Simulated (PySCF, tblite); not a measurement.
# C4H10ClPSi2: geometry, infrared bands and NMR shifts

Aim: predict the infrared bands and NMR shifts of C4H10ClPSi2 (`C=C[C@@]1(Cl)[SiH2]P[Si@H]1C`).

The runs use tblite 0.8.0 and PySCF 2.14.0, with density-fitted response routines of our own; the level of theory stands in each step. All values are computed, except where a source is named. Atoms count from 0, in the outputs and in this text.

### 1 The starting structure

18 atoms, charge 0, multiplicity 1; geometry from: force field or distance geometry start.

Bonds of the start (Å): C0–C1 1.33, C1–C2 1.48, C2–Cl3 1.79, C2–Si4 1.87, Si4–P5 2.22, P5–Si6 2.22, Si6–C7 1.88, Si6–C2 1.84, C0–H8 1.11, C0–H9 1.09, C1–H10 1.10, Si4–H11 1.45, Si4–H12 1.46, P5–H13 1.45, Si6–H14 1.45, C7–H15 1.11, C7–H16 1.11, C7–H17 1.12.

### 2 Relaxing the molecule with GFN2-xTB

Job settings and geometry (Å):

```
{"job": {"kind": "relax", "xc": "GFN2-xTB", "basis": "xTB"}, "charge": 0, "multiplicity": 1}
C     -1.930000    -1.184500     1.617800
C     -0.725800    -1.058900     1.073800
C     -0.646300    -0.442600    -0.264700
Cl    -1.856900    -1.169700    -1.356500
Si    -0.707900     1.420600    -0.187800
P      0.385100     1.546200    -2.111900
Si     1.032200    -0.275300    -1.011700
C      2.379000     0.240400     0.197000
H     -2.815300    -0.827500     1.059100
H     -2.123700    -1.618700     2.598100
H      0.170400    -1.411400     1.615600
H      0.105500     1.907400     0.914800
H     -2.068900     1.960100    -0.221000
H     -0.421300     1.251800    -3.284700
H      1.326800    -1.417400    -1.851500
H      1.940700     0.981300     0.897900
H      2.795400    -0.630500     0.740300
H      3.152300     0.735200    -0.436200
```

On the command line:

```sh
OMP_NUM_THREADS=1 python probes_run.py task.json out
```

The driver reads the jobs from task.json and runs them one after another.

**Question.** This job is followed by: GFN2-xTB harmonic vibrations, gas phase; GIAO PBE0/pcSseg-1 NMR shielding, non-relativistic, gas phase. Predict these results of the whole session: strongest single infrared mode (GFN2-xTB); zero-point energy (GFN2-xTB); 13C shifts against TMS (PBE0/pcSseg-1); 1H shifts against TMS (PBE0/pcSseg-1, means over atoms taken as alike); 35Cl shifts against HCl (PBE0/pcSseg-1); 29Si shifts against TMS (PBE0/pcSseg-1); 31P shifts against H3PO4 (PBE0/pcSseg-1).

The runs gave:

| quantity | value |
| --- | --- |
| strongest single infrared mode (GFN2-xTB) | 2265 cm⁻¹, 228 km/mol |
| zero-point energy (GFN2-xTB) | 75.5 kcal/mol |
| 13C shifts against TMS (PBE0/pcSseg-1) | 143.0, 112.8, 64.1, 0.4 ppm |
| 1H shifts against TMS (PBE0/pcSseg-1, means over atoms taken as alike) | 6.28, 5.55, 5.30, 5.16, 5.04, 4.91, 2.09, 0.50 ppm |
| 35Cl shifts against HCl (PBE0/pcSseg-1) | 156 ppm |
| 29Si shifts against TMS (PBE0/pcSseg-1) | 9.9, -22.9 ppm |
| 31P shifts against H3PO4 (PBE0/pcSseg-1) | -318.3 ppm |

**Reading.** Relaxing lowered the energy by 1.205 eV in 129 steps; the close pair that moved most is C2–Si6, from 1.845 to 1.955 Å. The lowest mode is slightly imaginary (15i cm⁻¹), a soft motion within the noise of the Hessian, so the minimum is not strictly shown. The strongest single mode, at 2265 cm⁻¹, moves mainly H11. Unscaled tight-binding wavenumbers are off by several per cent, some by more. Its intensities can rank the bands wrongly. The most deshielded carbon is C1 (alkene CH), at 143.0 ppm: the olefinic region. H10 (hydrogen on an alkene CH) lies farthest downfield among hydrogen, at 6.28 ppm; olefinic region. At PBE0/pcSseg-1: The widest tensor belongs to Cl3: span 373 ppm, with a paramagnetic part of -355 ppm.
